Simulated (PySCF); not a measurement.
# One shape, several levels: CH3BrF2Ge (SMILES [CH3][Ge]([F])([F])[Br])

Aim: a comparison of 4 runs (HF/STO-3G, HF/3-21G, PBE/def2-SVP, CAM-B3LYP/def2-SVPD) of CH3BrF2Ge. Input form: a Python script.

The calculation is run with PySCF 2.14.0.

## 1. The structure to begin with

CH3BrF2Ge has 8 atoms, charge 0, and is taken as a singlet. As SMILES, `[CH3][Ge]([F])([F])[Br]`. Geometry: relaxed at PBE0-D4/def2-TZVP.

Bond lengths: C1–Ge2 1.918 Å, Ge2–F3 1.721 Å, Ge2–F4 1.721 Å, Ge2–Br5 2.274 Å, C1–H6 1.089 Å, C1–H7 1.089 Å, C1–H8 1.090 Å. Some angles: C1–Ge2–F3 111.0°, C1–Ge2–F4 111.0°, C1–Ge2–Br5 115.6°, F3–Ge2–F4 104.2°, F3–Ge2–Br5 107.2°, F4–Ge2–Br5 107.2°, Ge2–C1–H6 109.3°, Ge2–C1–H7 109.3°, Ge2–C1–H8 108.7°, H6–C1–H7 109.7°.

## 2. Energy and gradient at HF/STO-3G (run 1)

The input, mol.xyz:

```xyz
8
CH3BrF2Ge
C     -0.362400    -0.600500     0.844300
Ge     0.342200     0.386700    -0.641800
F      1.945800     0.922200    -0.320800
F      0.503200    -0.619100    -2.028800
Br    -0.862200     2.209900    -1.269800
H     -1.362400    -0.956200     0.599200
H     -0.406400     0.047500     1.718900
H      0.294300    -1.447600     1.043000
```

The input, job.py:

```python
# [CH3][Ge]([F])([F])[Br]
import pyscf.grad
from pyscf import gto, scf

mol = gto.M(
    atom='mol.xyz',
    spin=0,
    max_memory=1860,
    verbose=3,
    basis='sto-3g',
)

mf = scf.RHF(mol)
mf.conv_tol = 1e-10
mf.kernel()
if not mf.converged:
    mf = mf.newton().run(mf.mo_coeff, mf.mo_occ)

energy = mf.e_tot
print('E = %.10f Eh' % energy)
grad = mf.Gradients().kernel()
dip = mf.dip_moment()
pop, q = mf.mulliken_pop()
```

Launch:

```
OMP_NUM_THREADS=1 python job.py
```

Output:

```text
converged SCF energy = -4831.75530020298
E = -4831.7553002030 Eh
--------------- RHF gradients ---------------
         x                y                z
0 C    -0.0042800856    -0.0125488066     0.0148359943
1 Ge    -0.0243769785     0.0084207584     0.0129941990
2 F     0.0247632682     0.0082920434     0.0046659976
3 F     0.0026692623    -0.0153156943    -0.0214943260
4 Br    -0.0019595710     0.0057295648    -0.0035174647
5 H    -0.0064420153     0.0005679997    -0.0073444467
6 H     0.0018801236     0.0093311677     0.0024544931
7 H     0.0077459962    -0.0044770331    -0.0025944468
----------------------------------------------
Dipole moment(X, Y, Z, Debye): -0.36225, -1.54465,  1.69986
 ** Mulliken pop  **
pop of  0 C 1s            1.99214
pop of  0 C 2s            1.23312
pop of  0 C 2px           1.03690
pop of  0 C 2py           1.04128
pop of  0 C 2pz           1.06634
pop of  1 Ge 1s           1.99998
pop of  1 Ge 2s           1.99877
pop of  1 Ge 3s           1.99705
pop of  1 Ge 4s           1.11932
pop of  1 Ge 2px          1.99955
pop of  1 Ge 2py          1.99954
pop of  1 Ge 2pz          1.99956
pop of  1 Ge 3px          1.97938
pop of  1 Ge 3py          1.97883
pop of  1 Ge 3pz          1.98010
pop of  1 Ge 4px          0.63848
pop of  1 Ge 4py          0.66910
pop of  1 Ge 4pz          0.68593
pop of  1 Ge 3dxy         1.99281
pop of  1 Ge 3dyz         1.98538
pop of  1 Ge 3dz^2        1.99223
pop of  1 Ge 3dxz         1.99521
pop of  1 Ge 3dx2-y2      1.99338
pop of  2 F 1s            1.99926
pop of  2 F 2s            1.96170
pop of  2 F 2px           1.50420
pop of  2 F 2py           1.90265
pop of  2 F 2pz           1.93714
pop of  3 F 1s            1.99926
pop of  3 F 2s            1.96170
pop of  3 F 2px           1.94110
pop of  3 F 2py           1.77430
pop of  3 F 2pz           1.62858
pop of  4 Br 1s           2.00000
pop of  4 Br 2s           1.99983
pop of  4 Br 3s           1.99957
pop of  4 Br 4s           1.96738
pop of  4 Br 2px          1.99994
pop of  4 Br 2py          1.99987
pop of  4 Br 2pz          1.99997
pop of  4 Br 3px          1.99656
pop of  4 Br 3py          1.99265
pop of  4 Br 3pz          1.99861
pop of  4 Br 4px          1.79953
pop of  4 Br 4py          1.56340
pop of  4 Br 4pz          1.91966
pop of  4 Br 3dxy         1.99945
pop of  4 Br 3dyz         1.99981
pop of  4 Br 3dz^2        1.99984
pop of  4 Br 3dxz         1.99991
pop of  4 Br 3dx2-y2      1.99984
pop of  5 H 1s            0.92693
pop of  6 H 1s            0.92694
pop of  7 H 1s            0.92606
 ** Mulliken atomic charges  **
charge of    0C =     -0.36979
charge of    1Ge =      0.99542
charge of    2F =     -0.30495
charge of    3F =     -0.30494
charge of    4Br =     -0.23582
charge of    5H =      0.07307
charge of    6H =      0.07306
charge of    7H =      0.07394
```

Wall time 13 s (1 thread of Intel Xeon at 2.50GHz (Skylake/Cascade Lake), shared host); peak memory 0.12 GiB.

## 3. Energy and forces at HF/3-21G (run 2)

The input, input.py:

```python
import pyscf.grad
from pyscf import gto, scf

mol = gto.M(
    atom='''
C     -0.362400    -0.600500     0.844300
Ge     0.342200     0.386700    -0.641800
F      1.945800     0.922200    -0.320800
F      0.503200    -0.619100    -2.028800
Br    -0.862200     2.209900    -1.269800
H     -1.362400    -0.956200     0.599200
H     -0.406400     0.047500     1.718900
H      0.294300    -1.447600     1.043000
''',
    verbose=4,
    max_memory=1860,
    charge=0,
    spin=0,
    basis='3-21g',
)

calc0 = scf.RHF(mol)
calc0.conv_tol = 1e-10
calc0.kernel()
if not calc0.converged:
    calc0 = calc0.newton().run(calc0.mo_coeff, calc0.mo_occ)

energy = calc0.e_tot
print('E = %.10f Eh' % energy)
grad = calc0.Gradients().kernel()
calc0.analyze()
```

Launch:

```
OMP_NUM_THREADS=1 python input.py
```

Output:

```text
PySCF version 2.14.0

[... 78 lines left out ...]
One-electron Energy =                -8204.296589594436227
[... 9 lines left out ...]
MO #5   energy= -57.982876758939   occ= 2
[... 7 lines left out ...]
MO #13  energy= -11.2130515584831  occ= 2
[... 7 lines left out ...]
MO #21  energy= -5.23070299855916  occ= 2
[... 7 lines left out ...]
MO #29  energy= -1.6821195062109   occ= 2
[... 7 lines left out ...]
MO #37  energy= -0.657490749798366 occ= 2
[... 7 lines left out ...]
MO #45  energy= -0.477400971768861 occ= 2
[... 7 lines left out ...]
MO #53  energy= 0.29181847352314   occ= 0
[... 7 lines left out ...]
MO #61  energy= 0.866138113242203  occ= 0
[... 7 lines left out ...]
MO #69  energy= 1.90916843923759   occ= 0
[... 7 lines left out ...]
MO #77  energy= 3.87458459280484   occ= 0
[... 49 lines left out ...]
pop of  3 F 3py           0.00157
pop of  3 F 3pz           0.00202
pop of  4 Br 1s           2.00000
pop of  4 Br 2s           1.99991
pop of  4 Br 3s           1.99937
pop of  4 Br 4s           1.90933
pop of  4 Br 5s           0.00660
pop of  4 Br 2px          1.99998
pop of  4 Br 2py          1.99998
pop of  4 Br 2pz          1.99998
pop of  4 Br 3px          1.99982
pop of  4 Br 3py          1.99977
pop of  4 Br 3pz          1.99984
pop of  4 Br 4px          1.80237
pop of  4 Br 4py          1.62301
pop of  4 Br 4pz          1.90557
pop of  4 Br 5px          0.00110
pop of  4 Br 5py          0.00142
pop of  4 Br 5pz          0.00130
pop of  4 Br 3dxy         1.99975
pop of  4 Br 3dyz         1.99987
pop of  4 Br 3dz^2        1.99992
pop of  4 Br 3dxz         1.99995
pop of  4 Br 3dx2-y2      1.99988
pop of  5 H 1s            0.85879
pop of  5 H 2s            0.00940
pop of  6 H 1s            0.85876
pop of  6 H 2s            0.00939
pop of  7 H 1s            0.85590
pop of  7 H 2s            0.00956
 ** Mulliken atomic charges  **
charge of    0C =     -0.55389
charge of    1Ge =      1.35753
charge of    2F =     -0.47655
charge of    3F =     -0.47655
charge of    4Br =     -0.24873
charge of    5H =      0.13181
charge of    6H =      0.13184
charge of    7H =      0.13453
Dipole moment(X, Y, Z, Debye): -1.70409, -1.59292,  2.87682
```

It took 13 s on 1 thread of Intel Xeon at 2.50GHz (Skylake/Cascade Lake), shared host; peak memory 0.15 GiB.

Run 3 isn't shown in full; the table further down has it.

## 4. Energy and forces at CAM-B3LYP/def2-SVPD (run 4)

The input, input.py:

```python
import pyscf.grad
from pyscf import gto, dft

mol = gto.M(
    atom='''
C     -0.684837    -1.134781     1.595496
Ge     0.646664     0.730757    -1.212826
F      3.677029     1.742705    -0.606224
F      0.950910    -1.169929    -3.833876
Br    -1.629322     4.176106    -2.399574
H     -2.574563    -1.806956     1.132324
H     -0.767985     0.089762     3.248250
H      0.556146    -2.735568     1.970984
''',
    verbose=4,
    basis='def2-svpd',
    spin=0,
    unit='bohr',
    charge=0,
    max_memory=1860,
)

mf = dft.RKS(mol)
mf.xc = 'cam-b3lyp'
mf.grids.level = 5
mf.conv_tol = 1e-10
mf.kernel()
if not mf.converged:
    mf = mf.newton().run(mf.mo_coeff, mf.mo_occ)

etot = mf.e_tot
print(f'total energy: {etot:.8f} hartree')
grad = mf.Gradients().kernel()
mf.analyze()
```

Launch:

```
OMP_NUM_THREADS=1 python input.py
```

Output:

```text
PySCF version 2.14.0

[... 104 lines left out ...]
MO #4   energy= -56.3912651138373  occ= 2
[... 14 lines left out ...]
MO #19  energy= -4.56148189686115  occ= 2
[... 14 lines left out ...]
MO #34  energy= -0.883291064524738 occ= 2
[... 14 lines left out ...]
MO #49  energy= 0.0395530306310858 occ= 0
[... 14 lines left out ...]
MO #64  energy= 0.196352767700672  occ= 0
[... 14 lines left out ...]
MO #79  energy= 0.3638681302921    occ= 0
[... 14 lines left out ...]
MO #94  energy= 0.577700766393416  occ= 0
[... 14 lines left out ...]
MO #109 energy= 0.814538216237071  occ= 0
[... 14 lines left out ...]
MO #124 energy= 1.14836891397763   occ= 0
[... 14 lines left out ...]
MO #139 energy= 1.98030663884647   occ= 0
[... 14 lines left out ...]
MO #154 energy= 3.10104487173327   occ= 0
[... 14 lines left out ...]
MO #169 energy= 3.78887540559944   occ= 0
[... 141 lines left out ...]
pop of  4 Br 5dx2-y2      0.00040
pop of  4 Br 6dxy         0.00015
pop of  4 Br 6dyz         0.00012
pop of  4 Br 6dz^2        0.00009
pop of  4 Br 6dxz         0.00008
pop of  4 Br 6dx2-y2      0.00017
pop of  5 H 1s            0.85111
pop of  5 H 2s            0.00563
pop of  5 H 2px           0.00113
pop of  5 H 2py           0.00032
pop of  5 H 2pz           0.00016
pop of  5 H 3px           0.00014
pop of  5 H 3py           0.00046
pop of  5 H 3pz           0.00059
pop of  6 H 1s            0.85110
pop of  6 H 2s            0.00563
pop of  6 H 2px           0.00011
pop of  6 H 2py           0.00041
pop of  6 H 2pz           0.00110
pop of  6 H 3px           0.00045
pop of  6 H 3py           0.00057
pop of  6 H 3pz           0.00017
pop of  7 H 1s            0.84985
pop of  7 H 2s            0.00590
pop of  7 H 2px           0.00047
pop of  7 H 2py           0.00092
pop of  7 H 2pz           0.00022
pop of  7 H 3px           0.00051
pop of  7 H 3py           0.00018
pop of  7 H 3pz           0.00047
 ** Mulliken atomic charges  **
charge of    0C =     -0.52316
charge of    1Ge =      1.34322
charge of    2F =     -0.50325
charge of    3F =     -0.50324
charge of    4Br =     -0.23595
charge of    5H =      0.14044
charge of    6H =      0.14046
charge of    7H =      0.14147
Dipole moment(X, Y, Z, Debye): -1.91862, -1.00315,  2.52580
```

Wall time 8.4 min (1 thread of Intel Xeon at 2.50GHz (Skylake/Cascade Lake), shared host); peak memory 2.2 GiB.

## 5. Overview of the runs

```tsv
run	level	integration grid	energy (Eh)	dipole moment (D)	HOMO energy (eV)	LUMO energy (eV)	wall time
1	HF/STO-3G	–	-4831.755300	2.33	-8.79	8.28	13 s
2	HF/3-21G	–	-4862.769910	3.70	-11.85	3.42	13 s
3	PBE/def2-SVP	5	-4889.181758	3.06	-7.46	-1.51	1.9 min
4	CAM-B3LYP/def2-SVPD	5	-4890.332606	3.33	-10.40	-0.13	8.4 min
```

## 6. Summary of results

| quantity | value |
| --- | --- |
| run 4: total energy | -4890.33261 Eh |
| run 4: dipole moment | 3.33 D |
| run 4: HOMO energy | -10.40 eV |
| run 4: LUMO energy | -0.13 eV |
| run 4: HOMO–LUMO gap | 10.27 eV |
| run 4: largest force on an atom | 0.575 eV/Å |

The dipole moment (its size) runs from 2.33 D (HF/STO-3G) to 3.70 D (HF/3-21G). The HOMO–LUMO gap runs from 5.96 eV (PBE/def2-SVP) to 17.07 eV (HF/STO-3G). The two ends differ in method and basis. Totals of different functionals can't be ranked against each other. In run 1 the basis is minimal, so the values are rough. All runs together took 11 min, the longest 8.4 min.
